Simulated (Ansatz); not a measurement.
# Rhodium, simple cubic under r²SCAN: from relaxation to bulk modulus

Aim: take rhodium in the simple cubic structure, relax it, solve it on a dense k-mesh, then scale the cell to 7 volumes from 88 to 112 % of the relaxed one and try a fit of the equation of state. The start is ferromagnetic. The k-meshes are 13×13×13 for the relaxation; 20×20×20 for the dense run; 14×14×14 for the volumes.

This is Rh in the simple cubic structure; at room conditions it is fcc.

Method: DFT r2SCAN, plane waves (500 eV) with PAW, scalar-relativistic; PAW files made under PBE, frozen cores solved again for the functional, in Ansatz 0.2.0.

### 1 Starting point

The structure is cubic, space group Pm-3m (No. 221). The conventional cell has a = 2.458 Å, b = 2.458 Å, c = 2.458 Å, α = 90.00°, β = 90.00°, γ = 90.00°. Around Rh (site symmetry m-3m) lie 6 Rh at 2.46 Å.

Coordinates:

```
Rh
1.0
     2.45806    0.00000    0.00000
     0.00000    2.45806    0.00000
     0.00000    0.00000    2.45806
Rh
1
Direct
  0.00000 0.00000 0.00000
```

Starting moments (μB): +1.

### 2 Relaxing cell and atoms

Contents of input.yaml:

```yaml
crystal:
  lattice:
    - [2.4580591709, 0.0, 0.0]
    - [0.0, 2.4580591709, 0.0]
    - [0.0, 0.0, 2.4580591709]
  atoms:
    - { symbol: Rh, position: [0.0, 0.0, 0.0], spin: 1.0 }
hamiltonian:
  xc: r2scan
  pseudopotentials:
    kind: paw
    azcp:
      Rh: "pseudopotentials/Rh.paw.azcp"
basis:
  ecutwfc: 500
  fft_grid_basis: typed
kpoints:
  mp_grid: { grid: [13, 13, 13], shift: [0, 0, 0] }
magnetization:
  spin_polarized: true
scf:
  occupations: { method: fermi_dirac, width: 0.05 }
relax:
  max_steps: 60
  f_tol: 0.01
  cell: {}
```

Run with:

```bash
$ ansatz run input.yaml --threads 2 --pin off --max-ram 6144MiB --backend cpu --events-out ev --progress --plain --runs-dir out
```

Further steps of the session: Dense single point; Equation of state: 88 %; Equation of state: 92 %; Equation of state: 96 %; Equation of state: 100 %; Equation of state: 104 %; Equation of state: 108 %; Equation of state: 112 %.

**Question.** What will these runs give? Wanted: space group; conventional cell; volume; shortest distance; gap on the mesh; magnetic state; relative to fcc.

**Answer**, as computed:

| quantity | value |
| --- | --- |
| space group (spins left aside) | Pm-3m (No. 221) |
| conventional cell | a = 2.512 Å |
| volume | 15.860 Å³/atom |
| shortest distance | 2.512 Å |
| gap on the mesh | none (levels filled in part) |
| magnetic state | non-magnetic |
| relative to fcc | +796 meV/atom |

What this shows: The relaxation enlarged the cell by 6.8 % in volume. It lies 796 meV/atom above the element's reference form at the same level (fcc, from a run of its own), so it is far from stable. The moments die out: the run ends non-magnetic. No gap shows: it is a metal or semimetal at this level. The symmetry was held, so the structure may be unstable against distortions that break it.
